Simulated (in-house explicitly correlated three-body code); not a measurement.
# N⁵⁺: exact states and exact Kohn–Sham parts

One table from this session's results is given with a row withheld; the runs are named, their logs left out.

Method: two electrons, non-relativistic, variational in exponentially correlated functions. Code: in-house explicitly correlated three-body code version 1.

### Starting point

- charge of the centre: +7
- mass of the centre: infinite
- interactions: Coulomb
- basis: 260 functions exp(−a r1 − b r2 − g r12) a state, exponent ranges optimised
- units: hartree and bohr; relativity and QED are left out

Set-up of the first run:

Settings:

```ini
Z = 7.0
interaction_strength = 1.0
functions = 260
states_tried = 13
```

On the command line:

```
$ python run_hyl.py task.json out
```

One of the session's tables, all rows but one given; the rest of the session is left out.

It belongs to the step «The bound states». 

| state | binding (eV) | excitation (eV) | ⟨r12⟩ (bohr) |
| --- | --- | --- | --- |
| 1 ¹S | ? | ? | ? |
| 2 ³S | 132.184 | 419.702 | 0.9673 |
| 2 ³P | 125.730 | 426.156 | 0.8565 |
| 2 ¹S | 125.592 | 426.294 | 1.001 |
| 2 ¹P | 121.339 | 430.547 | 0.8608 |
| 3 ³S | 57.1124 | 494.774 | 2.162 |
| 3 ¹S | 55.3682 | 496.518 | 2.224 |
| 3 ³P | 55.3632 | 496.523 | 2.064 |
| 3 ¹P | 54.1348 | 497.751 | 2.105 |
| 4 ³S | 31.7195 | 520.167 | 3.871 |
| 4 ¹S | 31.0136 | 520.873 | 3.955 |
| 4 ³P | 31.0047 | 520.882 | 3.793 |
| 4 ¹P | 30.4977 | 521.389 | 3.854 |

Estimate the missing values for 1 ¹S.

The run gave: binding (eV): 551.886; excitation (eV): 0; ⟨r12⟩ (bohr): 0.3348. In the column «binding (eV)» it is the highest.
